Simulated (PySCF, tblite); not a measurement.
**C7H12BF: geometry, infrared bands and NMR shifts**

Wanted: the infrared bands and NMR shifts of C7H12BF (`C/C(=C\F)[C@@H]1BCCC1`), by calculation.

Computed with tblite 0.8.0 and PySCF 2.14.0, with density-fitted response routines of our own, on a single molecule in the gas phase. Atoms are numbered from 0 throughout.

### Step 1. Starting geometry

21 atoms, charge 0, multiplicity 1; geometry from: force field or distance geometry start.

Bonds of the start (Å): C0–C1 1.49, C1–C2 1.35, C2–F3 1.37, C1–C4 1.47, C4–B5 1.60, B5–C6 1.61, C6–C7 1.50, C7–C8 1.53, C8–C4 1.52, C0–H9 1.13, C0–H10 1.14, C0–H11 1.09, C2–H12 1.07, C4–H13 1.10, B5–H14 1.21, C6–H15 1.10, C6–H16 1.12, C7–H17 1.12, C7–H18 1.09, C8–H19 1.09, C8–H20 1.12.

### Step 2. Relaxing the molecule with GFN2-xTB

The job: settings as JSON, then the geometry in Å.

```
{"job": {"kind": "relax", "xc": "GFN2-xTB", "basis": "xTB"}, "charge": 0, "multiplicity": 1}
C     -2.173600     0.708200    -0.134600
C     -1.418800    -0.545100     0.151600
C     -2.071300    -1.703800     0.387200
F     -3.438100    -1.663600     0.322800
C      0.048200    -0.513100     0.210600
B      0.599600     0.657300     1.153200
C      2.149900     0.685500     0.738400
C      2.179100     0.125300    -0.654100
C      0.727200    -0.076500    -1.075900
H     -2.046300     1.378000     0.765900
H     -3.281100     0.483600    -0.266200
H     -1.822400     1.206600    -1.039000
H     -1.537300    -2.606100     0.606100
H      0.547100    -1.434400     0.531100
H     -0.009400     1.695500     1.225400
H      2.576400     1.698200     0.843900
H      2.618400    -0.055800     1.438900
H      2.601100    -0.907800    -0.594800
H      2.747600     0.768400    -1.320800
H      0.665400    -0.805600    -1.890300
H      0.329400     0.922300    -1.399900
```

Launch:

```sh
$ OMP_NUM_THREADS=1 python probes_run.py task.json out
```

The driver reads the jobs from task.json and runs them one after another.

**Question.** This job is followed by: GFN2-xTB harmonic vibrations, gas phase; GIAO PBE0/pcSseg-1 NMR shielding, non-relativistic, gas phase. Predict these results of the whole session: strongest single infrared mode (GFN2-xTB); zero-point energy (GFN2-xTB); 13C shifts against TMS (PBE0/pcSseg-1); 1H shifts against TMS (PBE0/pcSseg-1, means over atoms taken as alike); 19F shifts against CFCl3 (PBE0/pcSseg-1); 11B shifts against BF3·OEt2 (PBE0/pcSseg-1).

The runs gave:

| quantity | value |
| --- | --- |
| strongest single infrared mode (GFN2-xTB) | 2680 cm⁻¹, 125 km/mol |
| zero-point energy (GFN2-xTB) | 108.9 kcal/mol |
| 13C shifts against TMS (PBE0/pcSseg-1) | 152.2, 128.7, 53.7, 36.7, 35.6, 30.5, 15.6 ppm |
| 1H shifts against TMS (PBE0/pcSseg-1, means over atoms taken as alike) | 8.39, 6.85, 2.24, 2.06, 1.97, 1.79, 1.78, 1.74, 1.59, 1.11 ppm |
| 19F shifts against CFCl3 (PBE0/pcSseg-1) | -135.3 ppm |
| 11B shifts against BF3·OEt2 (PBE0/pcSseg-1) | 97.7 ppm |

Over 102 steps the energy fell by 1.123 eV; of the close pairs, C0–H10 changed most, 1.138 to 1.086 Å. The lowest mode is slightly imaginary (9i cm⁻¹), a soft motion within the noise of the Hessian, so the minimum is not strictly shown. The strongest single mode, at 2680 cm⁻¹, moves mainly H14. GFN2-xTB is a fitted tight-binding method: band positions and strengths are rough. Its intensities can rank the bands wrongly. At PBE0/pcSseg-1: The largest span, 199 ppm, is at C1, where the paramagnetic term is -201 ppm.
